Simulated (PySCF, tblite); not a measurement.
**C5H12GeOSi: geometry, infrared bands, NMR shifts, electronic excitations and core binding energies, part 1 of 2**

What infrared bands, NMR shifts, electronic excitations and core binding energies should C5H12GeOSi (`CC(C)O[SiH2]C#[C][GeH3]`) show?

Computed with tblite 0.8.0 and PySCF 2.14.0, with density-fitted response routines of our own, on a single molecule in the gas phase. Atoms are numbered from 0 throughout.

### 1 Starting geometry

20 atoms, charge 0, multiplicity 1; geometry from: force field or distance geometry start.

Bonds of the start (Å): C0–C1 1.53, C1–C2 1.51, C1–O3 1.42, O3–Si4 1.74, Si4–C5 1.82, C5–C6 1.21, C6–Ge7 1.89, C0–H8 1.11, C0–H9 1.12, C0–H10 1.10, C1–H11 1.11, C2–H12 1.12, C2–H13 1.11, C2–H14 1.10, Si4–H15 1.47, Si4–H16 1.47, Ge7–H17 1.56, Ge7–H18 1.54, Ge7–H19 1.55.

### 2 Optimising the geometry with GFN2-xTB

What the job is given:

```
{"job": {"kind": "relax", "xc": "GFN2-xTB", "basis": "xTB"}, "charge": 0, "multiplicity": 1}
C     -1.966900     1.199800     1.753700
C     -1.373300     0.349000     0.629000
C     -2.470400    -0.226400    -0.240900
O     -0.653400    -0.731300     1.192700
Si     1.029800    -0.353900     1.386900
C      1.852600    -0.493200    -0.233600
C      2.402500    -0.581500    -1.305600
Ge     3.260800    -0.724200    -2.981400
H     -2.570400     2.028000     1.322200
H     -2.632500     0.583800     2.412400
H     -1.174000     1.645400     2.374900
H     -0.750700     0.994000    -0.019900
H     -3.071100     0.601400    -0.696700
H     -3.158500    -0.866100     0.349400
H     -2.038100    -0.827100    -1.054900
H      1.644200    -1.298600     2.331900
H      1.201500     1.016500     1.903000
H      3.996000    -2.092100    -3.072400
H      4.270700     0.432800    -3.143200
H      2.195900    -0.645700    -4.103800
```

Started as:

```console
OMP_NUM_THREADS=1 python probes_run.py task.json out
```

One launch serves the whole session: the jobs run in the order shown.

The log of the run:

```text
step      E/eV     max force
  0    -666.81735    2.728
  1    -667.02801    1.508
  2    -667.08858    1.671
  3    -667.10907    1.627
  4    -667.13508    0.375
  5    -667.14783    0.351
  6    -667.16221    0.421
  7    -667.16992    0.272
  8    -667.17996    0.236
  9    -667.18932    0.366
 10    -667.20445    0.503
 11    -667.21945    0.380
 12    -667.23056    0.235
 13    -667.23689    0.208
 14    -667.24198    0.212
 15    -667.24847    0.255
 16    -667.25548    0.283
 17    -667.26098    0.225
 18    -667.26452    0.126
 19    -667.26720    0.129
 20    -667.26978    0.159
 21    -667.27279    0.171
 22    -667.27608    0.145
 23    -667.27909    0.123
 24    -667.28136    0.108
 25    -667.28296    0.084
 26    -667.28416    0.085
 27    -667.28516    0.075
 28    -667.28616    0.078
 29    -667.28726    0.085
 30    -667.28839    0.078
 31    -667.28938    0.077
 32    -667.29023    0.076
 33    -667.29112    0.072
 34    -667.29218    0.092
 35    -667.29329    0.109
 36    -667.29420    0.077
 37    -667.29492    0.059
 38    -667.29566    0.065
 39    -667.29647    0.078
 40    -667.29711    0.066
 41    -667.29747    0.034
 42    -667.29767    0.034
 43    -667.29790    0.045
 44    -667.29817    0.051
 45    -667.29842    0.035
 46    -667.29859    0.031
 47    -667.29872    0.029
 48    -667.29887    0.038
 49    -667.29906    0.035
 50    -667.29926    0.028
 51    -667.29945    0.039
 52    -667.29967    0.039
 53    -667.29994    0.045
 54    -667.30021    0.042
 55    -667.30042    0.028
 56    -667.30058    0.026
 57    -667.30071    0.029
 58    -667.30081    0.026
 59    -667.30089    0.019
 60    -667.30095    0.019
 61    -667.30101    0.019
 62    -667.30108    0.023
 63    -667.30114    0.023
 64    -667.30119    0.014
 65    -667.30123    0.015
 66    -667.30127    0.014
 67    -667.30131    0.017
 68    -667.30134    0.014
 69    -667.30137    0.010
```

Run time: 0.63 s. Hardware: 1 thread of Arm Neoverse V1, shared host; peak memory 0.18 GiB.

Relaxation path: (not every step is listed)

```
step  energy from step 0 (eV)  largest force (eV/Å)
   0                   0.0000                2.7279
   1                  -0.2107                1.5085
   2                  -0.2712                1.6711
   3                  -0.2917                1.6272
   4                  -0.3177                0.3746
   5                  -0.3305                0.3509
   6                  -0.3449                0.4205
   7                  -0.3526                0.2721
   8                  -0.3626                0.2357
  13                  -0.4195                0.2077
  18                  -0.4472                0.1262
  23                  -0.4617                0.1231
  28                  -0.4688                0.0785
  33                  -0.4738                0.0716
  38                  -0.4783                0.0648
  43                  -0.4805                0.0454
  48                  -0.4815                0.0378
  53                  -0.4826                0.0446
  58                  -0.4835                0.0262
  63                  -0.4838                0.0233
  64                  -0.4838                0.0141
  65                  -0.4839                0.0151
  66                  -0.4839                0.0140
  67                  -0.4840                0.0175
  68                  -0.4840                0.0136
  69                  -0.4840                0.0095
```

Close pairs (by a distance rule), those that changed most:

```
   bond  before (Å)  after (Å)  change (Å)
 O3–Si4       1.736      1.614      -0.121
Ge7–H17       1.556      1.492      -0.063
Ge7–H19       1.549      1.493      -0.056
Ge7–H18       1.544      1.493      -0.051
 Si4–C5       1.823      1.862      +0.039
  C0–H9       1.121      1.088      -0.033
 C2–H12       1.120      1.086      -0.033
  C0–H8       1.112      1.087      -0.025
```

The end geometry stands in the next job.

### 3 Infrared spectrum with GFN2-xTB

What the job is given:

```
{"job": {"kind": "ir", "xc": "GFN2-xTB", "basis": "xTB"}, "charge": 0, "multiplicity": 1}
C     -2.097687     1.324545     1.729364
C     -1.417243     0.493929     0.644370
C     -2.429714    -0.298492    -0.176921
O     -0.531597    -0.413450     1.249694
Si     1.076075    -0.419570     1.397828
C      1.920388    -0.505877    -0.259341
C      2.447636    -0.576244    -1.347940
Ge     3.293427    -0.717227    -3.032912
H     -2.792823     2.030792     1.283784
H     -2.638671     0.668975     2.407814
H     -1.351139     1.872125     2.299686
H     -0.857955     1.161842    -0.026212
H     -3.138561     0.374686    -0.650937
H     -2.966526    -0.989428     0.468312
H     -1.914211    -0.870362    -0.944390
H      1.250955    -1.653679     2.148879
H      1.595582     0.793652     2.044203
H      4.004174    -2.026604    -3.116495
H      4.273500     0.396605    -3.198309
H      2.269244    -0.635542    -4.116843
```

The log of the run:

```text
mode    cm-1     km/mol
  1     -19.1      0.03
  2      22.6      0.08
  3      24.5      0.31
  4      72.3      0.80
  5     112.1      1.64
  6     141.1      3.53
  7     180.8      0.09
  8     189.1      4.65
  9     229.4      1.72
 10     249.9      0.05
 11     290.1      3.35
 12     327.5      3.57
 13     356.0      4.10
 14     410.7      7.45
 15     456.0      5.83
 16     516.7     56.53
 17     541.5    118.91
 18     544.0    185.68
 19     620.3     12.21
 20     729.2    251.36
 21     745.1    418.54
 22     755.6    300.37
 23     774.0    365.80
 24     816.7     72.04
 25     843.3    111.37
 26     846.2    108.29
 27     920.3     23.81
 28     938.3      1.36
 29     968.8      0.38
 30    1065.7    148.23
 31    1144.7     11.02
 32    1164.6     70.65
 33    1176.3    200.91
 34    1321.9     13.01
 35    1336.4     21.05
 36    1391.9     12.92
 37    1403.9      8.16
 38    1473.7      1.22
 39    1483.0      2.72
 40    1487.9      0.88
 41    1499.0      3.72
 42    2004.2    186.79
 43    2076.4    432.55
 44    2082.4    421.45
 45    2187.8    332.34
 46    2226.5      8.34
 47    2319.7    280.18
 48    2870.4     57.61
 49    3035.5     15.49
 50    3040.5     10.12
 51    3041.4      4.95
 52    3043.3     42.25
 53    3045.1     19.86
 54    3047.1     67.06
```

It took 0.95 s on 1 thread of Arm Neoverse V1, shared host; peak memory 0.18 GiB.

Which atoms move in the most intense modes:

```
cm⁻¹  km/mol                                   atoms
 729   251.4              H16 35 %, O3 17 %, C1 12 %
 745   418.5                      H16 42 %, H15 25 %
 756   300.4    H15 19 %, C6 17 %, C5 16 %, H16 15 %
 774   365.8  H15 19 %, H19 16 %, H17 15 %, H18 14 %
2076   432.6                      H19 56 %, H18 38 %
2082   421.4                      H17 65 %, H18 28 %
2188   332.3                                H16 96 %
2320   280.2                                H15 97 %
```

### 4 Optimising the geometry at PBE0-D3(BJ)/def2-SVP

What the job is given:

```
{"job": {"xc": "PBE0", "basis": "def2-SVP", "d3": "d3bj", "grid": 1, "shake": 0.01, "kind": "geom"}, "charge": 0, "multiplicity": 1}
C     -2.077280     1.298990     1.733540
C     -1.422920     0.489400     0.642210
C     -2.449910    -0.300810    -0.185570
O     -0.498370    -0.411190     1.246170
Si     1.073260    -0.426250     1.387280
C      1.916480    -0.501060    -0.261730
C      2.457210    -0.578240    -1.347700
Ge     3.308890    -0.711780    -3.037960
H     -2.794650     2.036200     1.303130
H     -2.641370     0.666540     2.417840
H     -1.360000     1.869210     2.308510
H     -0.852150     1.162760    -0.019510
H     -3.166840     0.384900    -0.660530
H     -2.983210    -0.986660     0.475320
H     -1.918660    -0.881130    -0.944130
H      1.250430    -1.639620     2.156350
H      1.597520     0.804770     2.042150
H      3.994920    -2.020760    -3.110670
H      4.271350     0.388780    -3.196020
H      2.244310    -0.628640    -4.111930
```

The log of the run:

```text
step   0  E = -2638.19188085  max force = 0.064550
step   1  E = -2638.20231397  max force = 0.006749
step   2  E = -2638.20269480  max force = 0.002392
step   3  E = -2638.20290654  max force = 0.002310
step   4  E = -2638.20294784  max force = 0.001841
step   5  E = -2638.20297367  max force = 0.000377
step   6  E = -2638.20297340  max force = 0.000160
optimisation converged
```

Wall time 2.6 min (1 thread of Arm Neoverse V1, shared host); peak memory 0.9 GiB.

Relaxation path:

```
step  energy from step 0 (eV)  largest force component (eV/Å)
   0                   0.0000                          3.3193
   1                  -0.2839                          0.3470
   2                  -0.2943                          0.1230
   3                  -0.3000                          0.1188
   4                  -0.3011                          0.0947
   5                  -0.3019                          0.0194
   6                  -0.3018                          0.0082
```

Close pairs (by a distance rule), those that changed most:

```
   bond  before (Å)  after (Å)  change (Å)
 O3–Si4       1.578      1.657      +0.079
Ge7–H18       1.471      1.535      +0.065
Ge7–H17       1.480      1.535      +0.055
Si4–H15       1.447      1.485      +0.037
  C1–C2       1.538      1.516      -0.022
Ge7–H19       1.514      1.535      +0.021
 C0–H10       1.082      1.100      +0.019
  C0–H8       1.115      1.101      -0.015
```

The end geometry stands in the next job.

```
                         at the end point                value
  point group (found at 0.08 Å tolerance)                   C1
rotational constants (GHz, main isotopes)  2.199, 0.352, 0.319
                        dipole moment (D)                 1.48
```

### 5 Shielding tensors: PBE0/pcSseg-1

What the job is given:

```
{"job": {"kind": "nmr", "xc": "PBE0", "basis": "pcSseg-1"}, "charge": 0, "multiplicity": 1}
C     -2.009694     1.389955     1.605149
C     -1.348154     0.427124     0.636794
C     -2.341740    -0.314681    -0.234581
O     -0.602238    -0.535540     1.372083
Si     1.048200    -0.512088     1.518472
C      1.834481    -0.567608    -0.144469
C      2.336724    -0.598896    -1.260833
Ge     3.114810    -0.654326    -2.996584
H     -2.597708     2.148865     1.067128
H     -2.682132     0.840489     2.281800
H     -1.256823     1.908865     2.217177
H     -0.665384     0.997997    -0.024511
H     -2.944113     0.387013    -0.830985
H     -3.018938    -0.913927     0.393426
H     -1.815147    -0.995026    -0.919234
H      1.424686    -1.718205     2.297929
H      1.528857     0.728763     2.198192
H      3.917727    -1.955175    -3.136458
H      4.037393     0.561559    -3.163629
H      1.987680    -0.611579    -4.038290
```

With the program's defaults for keys left out, this is: GIAO PBE0/pcSseg-1 NMR shielding, non-relativistic, gas phase.

The log of the run:

```text
coarse grid: 74576 points
cycle   1  E = -2638.3231010407  dE = -5.175e-02  |g| = 1.131e+00  |ddm| = 4.211e+00
cycle   2  E = -2638.1555223306  dE =  1.676e-01  |g| = 1.434e+00  |ddm| = 1.881e+00
cycle   3  E = -2638.4656210816  dE = -3.101e-01  |g| = 2.669e-01  |ddm| = 1.358e+00
cycle   4  E = -2638.4775934800  dE = -1.197e-02  |g| = 8.180e-02  |ddm| = 2.400e-01
cycle   5  E = -2638.4782817017  dE = -6.882e-04  |g| = 4.800e-02  |ddm| = 8.128e-02
cycle   6  E = -2638.4788516866  dE = -5.700e-04  |g| = 7.383e-03  |ddm| = 3.502e-02
cycle   7  E = -2638.4788633479  dE = -1.166e-05  |g| = 1.490e-03  |ddm| = 6.761e-03
cycle   8  E = -2638.4788638391  dE = -4.912e-07  |g| = 3.935e-04  |ddm| = 1.575e-03
final grid: 156680 points
cycle   9  E = -2638.4788701689  dE = -5.384e-08  |g| = 4.347e-04  |ddm| = 2.159e-03
cycle  10  E = -2638.4788701482  dE =  2.072e-08  |g| = 5.294e-04  |ddm| = 7.311e-04
cycle  11  E = -2638.4788702102  dE = -6.202e-08  |g| = 1.051e-04  |ddm| = 4.374e-04
cycle  12  E = -2638.4788702129  dE = -2.715e-09  |g| = 1.527e-05  |ddm| = 7.801e-05
cycle  13  E = -2638.4788702130  dE = -4.366e-11  |g| = 7.788e-06  |ddm| = 1.642e-05
converged SCF energy = -2638.4788702130

GIAO shielding tensors (ppm)
atom      isotropic    diamagn.    paramagn.     s11        s22        s33       span
  0 C      159.284     247.425     -88.141    141.322    152.067    184.462     43.140
  1 C      116.817     244.512    -127.694     87.119    107.117    156.216     69.097
  2 C      157.681     248.583     -90.901    139.941    149.485    183.618     43.677
  3 O      275.846     399.447    -123.600    259.624    270.435    297.481     37.857
  4 Si     404.430     882.319    -477.889    355.860    387.457    469.973    114.113
  5 C       66.214     263.962    -197.748    -38.885    -29.608    267.134    306.020
  6 C       71.861     277.015    -205.155    -26.687    -17.884    260.152    286.839
  7 Ge    1610.371    2754.743   -1144.371   1586.352   1590.211   1654.550     68.198
  8 H       30.341      29.289       1.052     26.335     27.844     36.846     10.511
  9 H       30.114      29.052       1.062     27.105     28.095     35.143      8.039
 10 H       29.864      30.294      -0.430     25.421     28.731     35.439     10.018
 11 H       27.391      35.839      -8.447     24.047     28.276     29.851      5.803
 12 H       30.349      30.739      -0.390     26.534     27.810     36.701     10.167
 13 H       30.040      30.374      -0.333     27.117     28.046     34.959      7.842
 14 H       29.730      32.709      -2.979     25.206     28.938     35.045      9.840
 15 H       26.511      28.984      -2.473     22.765     24.980     31.787      9.022
 16 H       26.386      30.208      -3.822     22.658     25.487     31.013      8.354
 17 H       26.994      26.416       0.578     20.460     22.422     38.101     17.641
 18 H       27.002      26.976       0.027     20.497     22.533     37.977     17.480
 19 H       26.983      28.279      -1.296     20.359     22.999     37.591     17.232
```

Run time: 61 s. Hardware: 1 thread of Arm Neoverse V1, shared host; peak memory 1.1 GiB.

The references, computed at this level on geometries of the same kind, shield at (ppm): 1H TMS 31.27, 13C TMS 184.4, 29Si TMS 352.0, 17O H2O 334.6, 73Ge GeMe4 1330. Their shielding less the atom's gives the shift. The references are single molecules in the gas phase, so shifts against H2O, NH3, PH3, H3PO4 or CFCl3 are not on the usual liquid scales and can be off by tens of ppm. Atoms listed in one row are averaged.

```
                     atoms                           environment  σ (ppm)  δ (ppm)
                        C5                         alkyne carbon     66.2    118.2
                        C6                         alkyne carbon     71.9    112.5
                        C1                    sp3 CH bonded to O    116.8     67.6
                    C0, C2                         methyl carbon    158.5     25.9
                  H15, H16  hydrogen on a silicon bonded to C, O    26.45     4.82
             H17, H18, H19   hydrogen on a germanium bonded to C    26.99     4.27
                       H11     hydrogen on an sp3 CH bonded to O    27.39     3.88
H8, H9, H10, H12, H13, H14           hydrogen on a methyl carbon    30.07     1.19
                        O3                oxygen bonded to C, Si    275.8     58.7
                       Si4           silicon bonded to C, O, 2 H    404.4    -52.4
                       Ge7            germanium bonded to C, 3 H     1610     -280
```

Charges from the same density, by scheme (e):

```
 atoms  Mulliken    IAO  Hirshfeld  ESP fit
C0, C2     -0.22  -0.42      -0.12    -0.61
    C1     -0.06   0.11       0.06     0.69
    O3     -0.63  -0.64      -0.22    -0.53
   Si4      0.85   1.00       0.41     0.67
    C5     -0.41  -0.35      -0.15    -0.30
    C6     -0.25  -0.27      -0.14    -0.12
   Ge7      0.34   0.51       0.34     0.28
```

Mayer bond orders: C0–C1 1.03, C1–C2 1.04, C1–O3 0.84, O3–Si4 0.99, Si4–C5 0.92, C5–C6 2.67, C6–Ge7 0.80.

The fields below are evaluated on a grid from the run's orbitals.

Frontier orbitals at PBE0/pcSseg-1, with the share of their density that lies nearest to each atom:

```
orbital  energy (eV)                                    lies on
   HOMO        -7.99  C5, C6 about 28 % each; O3 11 %; H16 11 %
   LUMO        -0.70           C5, C6 about 26 % each; Si4 11 %
```

ELF in a plane through or near 7 of the atoms.

Ten even steps from ' ' (0.00) to '@' (1.00):
```
                                                        
                                                        
                            ..                          
                          ==##**..                      
                        ..%%@@%%::                      
                  ::::..::##@@%%..                      
                --++**##**..::--..                      
              ::++####==@@--..==--    ..==::            
      ..--::::++##::%%::%%==::====..::%%@@@@..          
      ==**==..--%%--####++  ..==--##**@@@@@@--          
      ==##::**::%%##****--  --++##****%%@@@@..          
      ::==..**----====--    ::++##**....::..            
        ..--==##++            ::**++..                  
        ..##@@@@@@::        ..--%%@@##                  
        ..%%@@@@@@==          --@@@@@@..                
          ==@@@@##            ::@@@@%%                  
            ..::                ==**::                  
                                                        
                                                        
                                                        
```
The map spans 15.8 Å across and 10.7 Å up, centred on the molecule. Atoms in the plane (x, y in Å): C1 (1.6, -0.2), C5 (-1.6, 1.0), C6 (-2.7, 0.4), Ge7 (-4.3, -0.5), H9 (3.6, 0.3), H12 (1.9, -2.4), H19 (-4.0, -2.0).

log10 of the density (e/Å³) in the same plane.

Ten even steps from '0' (-4.0) to '9' (1.5):
```
0000000000000000000000000000
0000000000001111000000000000
0000000000012332210000000000
0000000001123454310000000000
0000000012234565321000000000
0000001233445666432110000000
0001222345566666543322000000
0012334456777666554443200000
0123455577786566666664310000
0134567678765557777775310000
0134679877655457976665310000
0124579865543356775543200000
0023466654332346765432100000
0012456754211245775421000000
0002345653200235675320000000
0001234432100124554210000000
0000122221000012333200000000
0000001100000001111000000000
0000000000000000000000000000
0000000000000000000000000000
```
The map spans 15.8 Å across and 10.7 Å up, centred on the molecule. Atoms in the plane (x, y in Å): C1 (1.6, -0.2), C5 (-1.6, 1.0), C6 (-2.7, 0.4), Ge7 (-4.3, -0.5), H9 (3.6, 0.3), H12 (1.9, -2.4), H19 (-4.0, -2.0).

On the surface of density 0.002 e/bohr³ the electrostatic potential runs, from the 1st to the 99th percentile, from -1.22 V near O3 to 1.06 V near H19.

(Continued in part 2 of 2.)
